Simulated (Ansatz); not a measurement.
## C2H9AlSSi, SMILES CCS[SiH2][AlH2]: a single point from an input written key by key

Program: Ansatz's Python interface.

`run_deck.py`
```python
"""Run C2H9AlSSi from an input written out key by key."""

import ansatz as az
import numpy as np

DECK = """
crystal:
  periodic: [false, false, false]
  atoms:
    - { symbol: C, position_ang: [-1.955, 1.2973, 0.8631] }
    - { symbol: C, position_ang: [-0.9823, 0.5452, 0.0552] }
    - { symbol: S, position_ang: [-0.6773, -1.0386, 0.8738] }
    - { symbol: Si, position_ang: [0.8406, -1.7077, -0.5949] }
    - { symbol: Al, position_ang: [2.7821, -0.5048, -0.4261] }
    - { symbol: H, position_ang: [-2.2043, 2.3239, 0.3402] }
    - { symbol: H, position_ang: [-1.5912, 1.5519, 1.876] }
    - { symbol: H, position_ang: [-2.9156, 0.7899, 0.9196] }
    - { symbol: H, position_ang: [-0.0375, 1.1567, 0.0237] }
    - { symbol: H, position_ang: [-1.3739, 0.3633, -0.9411] }
    - { symbol: H, position_ang: [1.0465, -3.1414, -0.3428] }
    - { symbol: H, position_ang: [0.2188, -1.5421, -1.9209] }
    - { symbol: H, position_ang: [2.8615, 0.6815, 0.6735] }
    - { symbol: H, position_ang: [3.9746, -0.8045, -1.3706] }
basis:
  gaussian: { orbitals: def2-SVP }
correlation:
  method: mp2
output:
  forces: true
"""

session = az.Session.from_yaml(DECK)
summary = session.plan(threads=1).execute().report

print("reference energy %16.6f eV" % summary["reference_energy_ev"])
print("total energy     %16.6f eV" % summary["free_energy_ev"])
print("occupied orbitals outside the frozen core (up, down):", summary["n_occupied"], " frozen:", summary["n_frozen"], " virtual:", summary["n_virtual"])
symbols = ["C", "C", "S", "Si", "Al", "H", "H", "H", "H", "H", "H", "H", "H", "H"]
parts = summary["correlation"]
for name in ("random_phase", "coupled_cluster", "perturbative"):
    if name in parts:
        print(f"{name:16s} {parts[name]['energy']['hartree']:12.7f} Ha")
if "second_order" in parts:
    pair = parts["second_order"]
    print(f"MP2 same spin {pair['same_spin']['hartree']:.7f} Ha, opposite spin {pair['opposite_spin']['hartree']:.7f} Ha")

forces = np.array(summary["forces_ev_ang"])
print("largest force", round(float(np.linalg.norm(forces, axis=1).max()), 4), "eV/A, rms", round(float(np.sqrt((forces ** 2).mean())), 4))
charges = summary["charge_distribution"]
dipole = np.array(charges["dipole_moment_e_ang"]) * 4.803205
print("dipole (D): {:.3f} {:.3f} {:.3f}, length {:.3f}".format(*dipole, np.linalg.norm(dipole)))
print("atom  Mulliken   Lowdin")
for symbol, m, l in zip(symbols, charges["mulliken_charges_e"], charges["lowdin_charges_e"]):
    print(f"{symbol:4s} {m:9.3f} {l:8.3f}")
```

```console
$ python run_deck.py
reference energy    -27455.992145 eV
total energy        -27471.973765 eV
occupied orbitals outside the frozen core (up, down): [15, 15]  frozen: 17  virtual: [95, 95]
MP2 same spin -0.1215041 Ha, opposite spin -0.4658096 Ha
largest force 3.6607 eV/A, rms 0.8912
dipole (D): 0.506 0.751 -1.043, length 1.381
atom  Mulliken   Lowdin
C       -0.072   -0.032
C       -0.167   -0.144
S       -0.270    0.176
Si       0.174    0.112
Al       0.631    0.285
H        0.046    0.026
H        0.057    0.006
H        0.048   -0.004
H        0.071    0.008
H        0.076   -0.008
H       -0.080   -0.071
H       -0.095   -0.078
H       -0.209   -0.138
H       -0.212   -0.139
```

Total energies depend on the basis set; only differences at equal settings carry meaning. The geometry is a force-field or estimated start, not a minimum of this method, and the basis set is short of its limit. The Löwdin charges here are taken after orthogonalising the functions within each atom; they differ from plain Löwdin charges, and their signs can be unphysical. It ran for 8.2 s on 1 thread of Arm Neoverse V2 (shared host), peak memory 0.4 GiB.
